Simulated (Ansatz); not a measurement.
# CH4Br2Si: one species, many methods

The task here is to estimate one member of a computed series from the others.

Method: functionals in def2-TZVPP, the program's frozen cores in correlated methods; program: Ansatz 0.2.0, Gaussian basis.

The runs, in order: LDA (SPW92), PBE-D4, revPBE-D4, BLYP-D4, r2SCAN-D4, B97M-V, PBE0-D4, B3LYP-D4, r2SCANh-D4, r2SCAN0-D4, HSE06-D4, BHLYP-D4, CAM-B3LYP-D4, LC-ωPBE, ωB97X-V, ωB97M-V, B2PLYP, PBE-QIDH; CCSD(T)/def2-SVP; CCSD(T)/def2-TZVPP; MP2/def2-QZVPP; extrapolation to the limit; RPA on PBE.

### The relaxed structure

The geometry comes from an earlier relaxation with PBE0-D4 in a triple-zeta def2 set; it is a stationary point, not always the lowest conformer.

SMILES `C[SiH](Br)Br`, 8 atoms, charge 0, spin multiplicity 1.

Atoms are counted from 1 here; the program's logs count them from 0.

Bond lengths: C1–Si2 1.850 Å, C1–H5 1.093 Å, C1–H6 1.093 Å, C1–H7 1.091 Å, Si2–Br3 2.217 Å, Si2–Br4 2.217 Å, Si2–H8 1.478 Å. Angles: Si2–C1–H5 109.9°, Si2–C1–H6 109.9°, Si2–C1–H7 110.4°, H5–C1–H6 109.0°, H5–C1–H7 108.8°, H6–C1–H7 108.8°, C1–Si2–Br3 109.8°, C1–Si2–Br4 109.8°, C1–Si2–H8 113.5°, Br3–Si2–Br4 109.3°, Br3–Si2–H8 107.2°, Br4–Si2–H8 107.2°.

Set-up of the first run:

Contents of in.yaml:

```yaml
crystal:
  periodic: [false, false, false]
  atoms:
    - {symbol: C, position_ang: [-0.107588, 1.031590, -0.095736]}
    - {symbol: Si, position_ang: [-0.011992, -0.796490, 0.170287]}
    - {symbol: Br, position_ang: [2.022258, -1.349549, 0.855307]}
    - {symbol: Br, position_ang: [-0.461793, -1.854844, -1.724672]}
    - {symbol: H, position_ang: [-1.110414, 1.307079, -0.430587]}
    - {symbol: H, position_ang: [0.112234, 1.555585, 0.837420]}
    - {symbol: H, position_ang: [0.613731, 1.344485, -0.852586]}
    - {symbol: H, position_ang: [-0.964134, -1.294956, 1.184668]}
basis:
  gaussian: {orbitals: def2-TZVPP}
hamiltonian: {xc: lda}
output: {orbitals: {seedname: orbitals}}
```

Steps of the session up to this table: LDA; PBE-D4 (GGA); revPBE-D4 (GGA); BLYP-D4 (GGA); r2SCAN-D4 (meta-GGA); B97M-V (meta-GGA); PBE0-D4 (hybrid); B3LYP-D4 (hybrid); r2SCANh-D4 (hybrid); r2SCAN0-D4 (hybrid); HSE06-D4 (hybrid); BHLYP-D4 (hybrid); CAM-B3LYP-D4 (range-separated); LC-ωPBE-D4 (range-separated; the results give it without D4); ωB97X-V (range-separated); ωB97M-V (range-separated); B2PLYP (double hybrid); PBE-QIDH (double hybrid).

One of the session's tables, all rows but one given; the rest of the session is left out.

It belongs to the step «Orbital energies across the functionals». 

```
  functional  HOMO (eV)  gap (eV)
 LDA (SPW92)      -7.28      5.91
      PBE-D4      -7.15      6.03
   revPBE-D4      -7.09      6.08
     BLYP-D4      -6.96      5.96
   r2SCAN-D4      -7.49      6.71
      B97M-V      -7.57      6.81
     PBE0-D4      -8.41      8.21
    B3LYP-D4      -8.14      7.70
  r2SCANh-D4      -7.95      7.48
  r2SCAN0-D4      -8.64      8.63
    HSE06-D4          ?         ?
    BHLYP-D4      -9.51     10.30
CAM-B3LYP-D4      -9.71     10.57
     LC-ωPBE     -11.10     13.15
     ωB97X-V     -10.74     12.68
     ωB97M-V     -10.60     12.31
```

Estimate the missing values for HSE06-D4.

As computed: HOMO (eV): -8.02; gap (eV): 7.43. In the column «HOMO (eV)» it lies between B3LYP-D4 (-8.14) and r2SCANh-D4 (-7.95).
